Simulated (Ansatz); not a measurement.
# Sc2TaO2: the cost of one run

Computed with Ansatz 0.2.0 (DFT PBE, scalar-relativistic, plane waves, PAW, unless a step's input says otherwise).

## (1) Starting point

The structure is orthorhombic, space group Fmmm (No. 69). The conventional cell has a = 4.908 Å, b = 4.958 Å, c = 10.765 Å, α = 90.00°, β = 90.00°, γ = 90.00°. Around Sc (site symmetry 222) lie 4 O at 2.13 Å. Ta (site symmetry mmm) is surrounded by 8 O at 2.86 to 2.88 Å and 8 Sc at 3.21 Å. O (site symmetry mm2) has 4 Sc at 2.13 Å and 4 Ta at 2.86 to 2.88 Å as nearest neighbours.

Structure file:

```xyz
5
Lattice="0.0000 2.4792 5.3824 2.4541 0.0000 5.3824 2.4541 2.4792 0.0000" Properties=species:S:1:pos:R:3 pbc="T T T"
Sc    3.6811    3.7188    8.0735
Sc    1.2270    1.2396    2.6912
Ta    0.0000    0.0000    0.0000
O     2.4541    2.4792    3.9097
O     2.4541    2.4792    6.8550
```

A structure generator made this guess: species swapped into a database cell of EuFe2As2 (Fmmm, No. 69), with Ta on the Eu sites, Sc on the Fe sites and O on the As sites. The dimensions are guesses.

## (2) A first look at the guess

Contents of input.yaml:

```yaml
crystal:
  lattice:
    - [0.0, 2.47921382, 5.3823571]
    - [2.45408528, 0.0, 5.3823571]
    - [2.45408528, 2.47921382, 0.0]
  atoms:
    - { symbol: Sc, position: [0.75, 0.75, 0.75] }
    - { symbol: Sc, position: [0.25, 0.25, 0.25] }
    - { symbol: Ta, position: [0.0, 0.0, 0.0] }
    - { symbol: O, position: [0.36320001, 0.36320001, 0.63679999] }
    - { symbol: O, position: [0.63679999, 0.63679999, 0.36320001] }
basis:
  ecutwfc: 420
kpoints:
  mp_grid: { grid: [6, 6, 6] }
hamiltonian:
  xc: pbe
scf:
  occupations: { method: gaussian, width: 0.1 }
  lower_state_search: "off"
output:
  forces: true
  stress: true
  eigenvalues: true
```

The run is started by

```console
$ ansatz run input.yaml --threads 1 --pin off --max-ram 2560MiB --backend cpu --events-out ev --progress --plain --runs-dir out
```

Q: Estimate wall time and peak memory on 1 thread of Intel Xeon at 2.50GHz (Skylake/Cascade Lake), shared host.

About 8.8 s, with a peak of 0.41 GiB.
